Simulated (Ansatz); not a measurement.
C3H8Ge, SMILES C=[CH][GeH2][CH3], a single point from an input written key by key

Run with Ansatz's Python interface.

`deck_c3h8ge.py`
```python
"""C3H8Ge through the session interface."""

import ansatz as az

DECK = """
crystal:
  periodic: [false, false, false]
  atoms:
    - { symbol: C, position_ang: [-1.2796, 1.4278, -0.3911] }
    - { symbol: C, position_ang: [-0.5122, 1.1665, 0.6018] }
    - { symbol: Ge, position_ang: [0.1052, -0.6253, 0.8222] }
    - { symbol: C, position_ang: [1.2161, -1.1528, -0.7437] }
    - { symbol: H, position_ang: [-1.6441, 0.7053, -1.1269] }
    - { symbol: H, position_ang: [-1.6864, 2.5056, -0.5256] }
    - { symbol: H, position_ang: [-0.1718, 1.9414, 1.3057] }
    - { symbol: H, position_ang: [-1.0246, -1.5689, 1.027] }
    - { symbol: H, position_ang: [1.0652, -0.6684, 2.1216] }
    - { symbol: H, position_ang: [1.9993, -0.4707, -0.8627] }
    - { symbol: H, position_ang: [0.4702, -1.1265, -1.6086] }
    - { symbol: H, position_ang: [1.5398, -2.1891, -0.5857] }
basis:
  gaussian: { orbitals: def2-SVP }
hamiltonian:
  xc: hf
"""


def main() -> None:
    session = az.Session.from_yaml(DECK)
    rep = session.plan(threads=1).execute().report

    for key in ("converged", "free_energy_ev", "reference_energy_ev", "n_frozen", "n_occupied", "n_virtual"):
        print(f"{key:22s} {rep[key]}")
    symbols = ["C", "C", "Ge", "C", "H", "H", "H", "H", "H", "H", "H", "H"]
    field = rep["mean_field"]
    print("<S^2> =", round(abs(field["state"]["spin_squared"]), 4), " all-electron relativity setting:", field["relativity"])
    print("passes:", field["passes"])
    if "symmetry" in field:
        print("occupied orbitals by irrep:", field["symmetry"]["occupied"])


if __name__ == "__main__":
    main()
```

```console
$ python deck_c3h8ge.py
converged              True
free_energy_ev         -59680.956981248004
reference_energy_ev    -59680.956981248004
n_frozen               0
n_occupied             [29, 29]
n_virtual              [85, 85]
<S^2> = 0.0  all-electron relativity setting: none
passes: {'evaluations': 10, 'products': 22}
occupied orbitals by irrep: [{'A': 29}, {'A': 29}]
```

Total energies depend on the basis set; only differences at equal settings carry meaning. The geometry is a force-field or estimated start, not a minimum of this method, and the basis set is short of its limit. Wall time of the script: 2.3 s on 1 thread of Arm Neoverse V1, with other jobs on the host, peak memory 0.26 GiB.
